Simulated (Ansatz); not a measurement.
# Al3Cu: the cost of one run

Computed with Ansatz 0.2.0 (DFT LDA, scalar-relativistic, plane waves, PAW, unless a step's input says otherwise).

1 further run of the same task is left out (set aside as unsound or not needed).

## 1. The starting structure

Symmetry: Pm-3m, No. 221, cubic system. Conventional cell: a = 3.855 Å, b = 3.855 Å, c = 3.855 Å, α = 90.00°, β = 90.00°, γ = 90.00°. Al (site symmetry 4/mmm) has 8 Al at 2.73 Å and 4 Cu at 2.73 Å as nearest neighbours. Cu (site symmetry m-3m) is surrounded by 12 Al at 2.73 Å.

Structure file:

```cif
data_structure
_symmetry_space_group_name_H-M 'Pm-3m'
_symmetry_Int_Tables_number 221
_cell_length_a 3.8549
_cell_length_b 3.8549
_cell_length_c 3.8549
_cell_angle_alpha 90.000
_cell_angle_beta 90.000
_cell_angle_gamma 90.000
_cell_volume 57.28
loop_
_atom_site_label
_atom_site_type_symbol
_atom_site_symmetry_multiplicity
_atom_site_Wyckoff_symbol
_atom_site_fract_x
_atom_site_fract_y
_atom_site_fract_z
_atom_site_occupancy
Al1 Al 3 c 0.00000 0.50000 0.50000 1
Cu1 Cu 1 a 0.00000 0.00000 0.00000 1
```

It goes back to an entry of the Materials Project, which need not be the stable form.

This cell was relaxed beforehand with the same method: volume 14.32 Å³/atom, gap on the mesh none (metal).

## 2. What is varied

The energy is mapped over two homogeneous strains (x along [1 0 0], y along [0 1 0], z along [0 0 1] of the conventional cell).

The axes are (1) strain +e along x and -e along y: 7 values from −11.0 %; (2) strain +e along z and -e/2 along x and y: 7 values from −7.00 %.

Nothing else is relaxed (symmetry fixes all fractional coordinates). Energies count from the relaxed crystal. Points are written as (first, second).

## 3. The run at (−3.7 %, −7.00 %)

input.yaml

```yaml
crystal:
  lattice:
    - [3.848326535, 0.0, 0.0]
    - [0.0, 4.1312747146, 0.0]
    - [0.0, 0.0, 3.5850382426]
  atoms:
    - { symbol: Al, position: [0.0, 0.5, 0.5] }
    - { symbol: Al, position: [0.5, 0.0, 0.5] }
    - { symbol: Al, position: [0.5, 0.5, 0.0] }
    - { symbol: Cu, position: [0.0, 0.0, 0.0] }
basis:
  ecutwfc: 520.0
kpoints:
  mp_grid: { grid: [10, 10, 10] }
hamiltonian:
  xc: lda
  pseudopotentials: { kind: paw, azcp: { folder: soft_1 } }
scf:
  occupations: { method: gaussian, width: 0.15 }
output:
  forces: true
  stress: true
  eigenvalues: true
```

On the command line:

```bash
> ansatz run input.yaml --threads 2 --pin off --max-ram 4096MiB --backend cpu --events-out ev --progress --plain --runs-dir out
```

Q: Estimate wall time and peak memory on 2 threads of Arm Neoverse N1, shared host.

About 22 s, with a peak of 0.5 GiB.
